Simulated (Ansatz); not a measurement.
**GeH10OSi3: basis-set convergence**

Aim: see how fast density functionals converge with the basis set for GeH10OSi3.

Computed with Ansatz 0.2.0, Gaussian basis. Level: one geometry, several basis sets.

The runs, in order: PBE0-D4/def2-SVP; ωB97M-V/def2-SVP; PBE0-D4/def2-QZVPP; ωB97M-V/def2-QZVPP; the functionals' def2-TZVPP values are taken from earlier runs.

**1. The relaxed structure**

All runs share one geometry, relaxed beforehand with PBE0-D4 in a triple-zeta def2 set.

SMILES `[OH][Ge]([SiH3])([SiH3])[SiH3]`, 15 atoms, charge 0, spin multiplicity 1.

Atoms are counted from 1 here; the program's logs count them from 0.

Bond lengths: O1–Ge2 1.807 Å, O1–H6 0.960 Å, Ge2–Si3 2.394 Å, Ge2–Si4 2.383 Å, Ge2–Si5 2.394 Å, Si3–H7 1.487 Å, Si3–H8 1.488 Å, Si3–H9 1.489 Å, Si4–H10 1.486 Å, Si4–H11 1.488 Å, Si4–H12 1.486 Å, Si5–H13 1.487 Å, Si5–H14 1.488 Å, Si5–H15 1.489 Å. Angles: Ge2–O1–H6 112.0°, O1–Ge2–Si3 109.1°, O1–Ge2–Si4 104.0°, O1–Ge2–Si5 109.1°, Si3–Ge2–Si4 112.0°, Si3–Ge2–Si5 110.5°, Si4–Ge2–Si5 112.0°, Ge2–Si3–H7 110.8°, Ge2–Si3–H8 109.6°, Ge2–Si3–H9 109.8°, H7–Si3–H8 109.1°, H7–Si3–H9 108.8°, H8–Si3–H9 108.7°, Ge2–Si4–H10 110.5°, Ge2–Si4–H11 108.1°, Ge2–Si4–H12 110.5°, H10–Si4–H11 109.1°, H10–Si4–H12 109.6° and more.

**2. PBE0-D4 in def2-SVP**

in.yaml

```yaml
crystal:
  periodic: [false, false, false]
  atoms:
    - {symbol: O, position_ang: [0.518953, 1.975845, 0.830376]}
    - {symbol: Ge, position_ang: [0.120122, 0.357498, 0.133540]}
    - {symbol: Si, position_ang: [0.078859, -1.263536, 1.894909]}
    - {symbol: Si, position_ang: [1.884255, -0.052433, -1.414996]}
    - {symbol: Si, position_ang: [-2.011948, 0.476412, -0.949028]}
    - {symbol: H, position_ang: [-0.129345, 2.257118, 1.480331]}
    - {symbol: H, position_ang: [1.418565, -1.391657, 2.526639]}
    - {symbol: H, position_ang: [-0.330258, -2.585174, 1.347357]}
    - {symbol: H, position_ang: [-0.904254, -0.852524, 2.934648]}
    - {symbol: H, position_ang: [1.903205, 0.993914, -2.469759]}
    - {symbol: H, position_ang: [1.645067, -1.377172, -2.049052]}
    - {symbol: H, position_ang: [3.194631, -0.079106, -0.715037]}
    - {symbol: H, position_ang: [-1.972863, 1.429003, -2.089788]}
    - {symbol: H, position_ang: [-2.391940, -0.871307, -1.452200]}
    - {symbol: H, position_ang: [-3.044847, 0.932419, 0.021360]}
basis:
  gaussian: {orbitals: def2-SVP}
hamiltonian: {xc: pbe0, dispersion: d4}
output: {orbitals: {seedname: orbitals}}
```

Started as:

```
> ansatz run in.yaml --threads 4 --pin off --events-out ev --progress --plain --max-ram 11315MiB
```

After this run come: ωB97M-V in def2-SVP; PBE0-D4 in def2-QZVPP; ωB97M-V in def2-QZVPP.

Before running them: what should the planned runs give, taken together? Wanted: PBE0-D4: double and triple zeta above quadruple; ωB97M-V: double and triple zeta above quadruple.

The runs gave:

```
                                       quantity           value
PBE0-D4: double and triple zeta above quadruple  20.27, 2.14 eV
ωB97M-V: double and triple zeta above quadruple  20.35, 2.05 eV
```

For PBE0-D4 the step from double to triple zeta gains 18.13 eV and the next only 2.14 eV. Total energies overstate the basis error of differences, where much of it tends to cancel.
